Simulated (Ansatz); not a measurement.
# BF₃H₂Si: one species, many methods

An exercise on one series of results from a longer session: the logs are not shown, and one member is left open.

Program: Ansatz 0.2.0, Gaussian basis. Level of theory: functionals in def2-TZVPP, the program's frozen cores in correlated methods. These are calculated values, not measurements.

Levels to be run: LDA (SPW92), PBE-D4, revPBE-D4, BLYP-D4, r2SCAN-D4, B97M-V, PBE0-D4, B3LYP-D4, r2SCANh-D4, r2SCAN0-D4, HSE06-D4, BHLYP-D4, CAM-B3LYP-D4, LC-ωPBE, ωB97X-V, ωB97M-V, B2PLYP, PBE-QIDH; CCSD(T)/def2-SVP; CCSD(T)/def2-TZVPP; CCSD(T)/def2-QZVPP; extrapolation to the limit; RPA on PBE.

## The geometry

An earlier PBE0-D4 in a triple-zeta def2 set relaxation fixed the geometry.

SMILES `B[Si](F)(F)F`, 7 atoms, charge 0, spin multiplicity 1.

Atoms are counted from 1 here; the program's logs count them from 0.

Bond lengths: B1–Si2 2.004 Å, B1–H6 1.193 Å, B1–H7 1.192 Å, Si2–F3 1.583 Å, Si2–F4 1.581 Å, Si2–F5 1.582 Å. Angles: Si2–B1–H6 119.2°, Si2–B1–H7 122.0°, H6–B1–H7 118.8°, B1–Si2–F3 109.8°, B1–Si2–F4 114.3°, B1–Si2–F5 111.6°, F3–Si2–F4 106.8°, F3–Si2–F5 107.7°, F4–Si2–F5 106.3°.

Set-up of the first run:

Input file in.yaml:

```yaml
crystal:
  periodic: [false, false, false]
  atoms:
    - {symbol: B, position_ang: [0.237380, -1.164657, 0.328970]}
    - {symbol: Si, position_ang: [-0.155992, 0.718964, -0.229030]}
    - {symbol: F, position_ang: [1.181760, 1.433335, -0.682777]}
    - {symbol: F, position_ang: [-1.171150, 0.842796, -1.434832]}
    - {symbol: F, position_ang: [-0.772260, 1.561499, 0.959776]}
    - {symbol: H, position_ang: [0.858653, -1.358231, 1.328379]}
    - {symbol: H, position_ang: [-0.117192, -2.101705, -0.316186]}
basis:
  gaussian: {orbitals: def2-TZVPP}
hamiltonian: {xc: lda}
output: {orbitals: {seedname: orbitals}}
```

Run with:

```
$ ansatz run in.yaml --threads 2 --pin off --events-out ev --progress --plain --max-ram 32768MiB --backend cpu
```

Among the steps run: LDA; PBE-D4 (GGA); revPBE-D4 (GGA); BLYP-D4 (GGA); r2SCAN-D4 (meta-GGA); B97M-V (meta-GGA); PBE0-D4 (hybrid); B3LYP-D4 (hybrid); r2SCANh-D4 (hybrid); r2SCAN0-D4 (hybrid); HSE06-D4 (hybrid); BHLYP-D4 (hybrid); CAM-B3LYP-D4 (range-separated); LC-ωPBE (range-separated); ωB97X-V (range-separated); ωB97M-V (range-separated); B2PLYP (double hybrid); PBE-QIDH (double hybrid).

One table of the session follows, with a row left open; its other results are not shown here.

| functional | HOMO (eV) | LUMO (eV) | gap (eV) |
| --- | --- | --- | --- |
| LDA (SPW92) | -8.30 | -4.63 | 3.67 |
| PBE-D4 | -8.16 | -4.29 | 3.87 |
| revPBE-D4 | -8.10 | -4.15 | 3.95 |
| BLYP-D4 | -8.08 | -4.11 | 3.97 |
| r2SCAN-D4 | -8.48 | -3.93 | 4.54 |
| B97M-V | -8.54 | -4.06 | 4.48 |
| PBE0-D4 | -9.59 | -3.26 | 6.33 |
| B3LYP-D4 | -9.39 | -3.48 | 5.91 |
| r2SCANh-D4 | -9.00 | -3.58 | 5.42 |
| r2SCAN0-D4 | -9.79 | -3.06 | 6.73 |
| HSE06-D4 | -9.18 | -3.65 | 5.53 |
| BHLYP-D4 | -10.96 | -2.18 | 8.78 |
| CAM-B3LYP-D4 | -11.04 | -2.11 | 8.93 |
| LC-ωPBE | ? | ? | ? |
| ωB97X-V | -12.01 | -0.95 | 11.06 |
| ωB97M-V | -11.80 | -1.23 | 10.57 |

Q: Estimate the row for LC-ωPBE from the others.

**Answer.** HOMO (eV): -12.37; LUMO (eV): -0.84; gap (eV): 11.53. In the column «HOMO (eV)» it is the lowest.
